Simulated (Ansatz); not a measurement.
# C8H20Si: the cost of one run

The runs use Ansatz 0.2.0, Gaussian basis; one geometry, several basis sets.

The runs, in order: PBE0-D4/def2-SVP; ωB97M-V/def2-SVP; PBE0-D4/def2-QZVPP; ωB97M-V/def2-QZVPP; the functionals' def2-TZVPP values are taken from earlier runs.

## (1) Structure used throughout

The geometry comes from an earlier relaxation with PBE0-D4 in a triple-zeta def2 set; it is a stationary point, not always the lowest conformer.

SMILES `CC[Si](CC)(CC)CC`, 29 atoms, charge 0, spin multiplicity 1.

Atoms are counted from 1 here; the program's logs count them from 0.

Bond lengths: C1–C2 1.526 Å, C1–H10 1.094 Å, C1–H11 1.093 Å, C1–H12 1.094 Å, C2–Si3 1.884 Å, C2–H13 1.096 Å, C2–H14 1.096 Å, Si3–C4 1.884 Å, Si3–C6 1.884 Å, Si3–C8 1.884 Å, C4–C5 1.526 Å, C4–H15 1.096 Å, C4–H16 1.096 Å, C5–H17 1.094 Å, C5–H18 1.094 Å, C5–H19 1.093 Å, C6–C7 1.526 Å, C6–H20 1.096 Å and more. Angles: C2–C1–H10 111.5°, C2–C1–H11 112.0°, C2–C1–H12 111.5°, H10–C1–H11 107.2°, H10–C1–H12 107.1°, H11–C1–H12 107.2°, C1–C2–Si3 114.6°, C1–C2–H13 110.1°, C1–C2–H14 110.1°, Si3–C2–H13 108.2°, Si3–C2–H14 108.2°, H13–C2–H14 105.3°, C2–Si3–C4 110.0°, C2–Si3–C6 108.4°, C2–Si3–C8 110.0°, C4–Si3–C6 110.0°, C4–Si3–C8 108.4°, C6–Si3–C8 110.0° and more.

## (2) PBE0-D4 in def2-SVP

File in.yaml:

```yaml
crystal:
  periodic: [false, false, false]
  atoms:
    - {symbol: C, position_ang: [0.197914, 0.892485, -2.725356]}
    - {symbol: C, position_ang: [0.483377, 1.292259, -1.280964]}
    - {symbol: Si, position_ang: [-0.004404, -0.000213, 0.000643]}
    - {symbol: C, position_ang: [-1.854129, -0.345274, -0.101969]}
    - {symbol: C, position_ang: [-2.741066, 0.871982, 0.141391]}
    - {symbol: C, position_ang: [0.434358, 0.662377, 1.709283]}
    - {symbol: C, position_ang: [0.097826, -0.280355, 2.860623]}
    - {symbol: C, position_ang: [0.919178, -1.610481, -0.323193]}
    - {symbol: C, position_ang: [2.439281, -1.490219, -0.274340]}
    - {symbol: H, position_ang: [0.736298, -0.017965, -3.002888]}
    - {symbol: H, position_ang: [0.494016, 1.672328, -3.432306]}
    - {symbol: H, position_ang: [-0.866298, 0.697757, -2.884648]}
    - {symbol: H, position_ang: [-0.036523, 2.226645, -1.038785]}
    - {symbol: H, position_ang: [1.549865, 1.513008, -1.154958]}
    - {symbol: H, position_ang: [-2.067441, -0.775908, -1.087396]}
    - {symbol: H, position_ang: [-2.094338, -1.136374, 0.618096]}
    - {symbol: H, position_ang: [-2.570996, 1.299961, 1.133223]}
    - {symbol: H, position_ang: [-2.545072, 1.662912, -0.587868]}
    - {symbol: H, position_ang: [-3.803932, 0.624455, 0.073175]}
    - {symbol: H, position_ang: [-0.078146, 1.621910, 1.845832]}
    - {symbol: H, position_ang: [1.504293, 0.901463, 1.718566]}
    - {symbol: H, position_ang: [0.625045, -1.233641, 2.765171]}
    - {symbol: H, position_ang: [0.369679, 0.144585, 3.830740]}
    - {symbol: H, position_ang: [-0.971557, -0.506458, 2.894018]}
    - {symbol: H, position_ang: [0.602864, -1.995571, -1.299745]}
    - {symbol: H, position_ang: [0.576335, -2.353674, 0.406275]}
    - {symbol: H, position_ang: [2.782323, -1.138780, 0.702719]}
    - {symbol: H, position_ang: [2.932232, -2.447256, -0.465869]}
    - {symbol: H, position_ang: [2.809221, -0.780258, -1.019274]}
basis:
  gaussian: {orbitals: def2-SVP}
hamiltonian: {xc: pbe0, dispersion: d4}
output: {orbitals: {seedname: orbitals}}
```

The run is started by

```console
> ansatz run in.yaml --threads 4 --pin off --events-out ev --progress --plain --max-ram 46080MiB --backend cpu
```

What time and memory should one allow on 4 threads of AMD EPYC 7R13, shared host?

About 4.3 s, with a peak of 1.1 GiB.
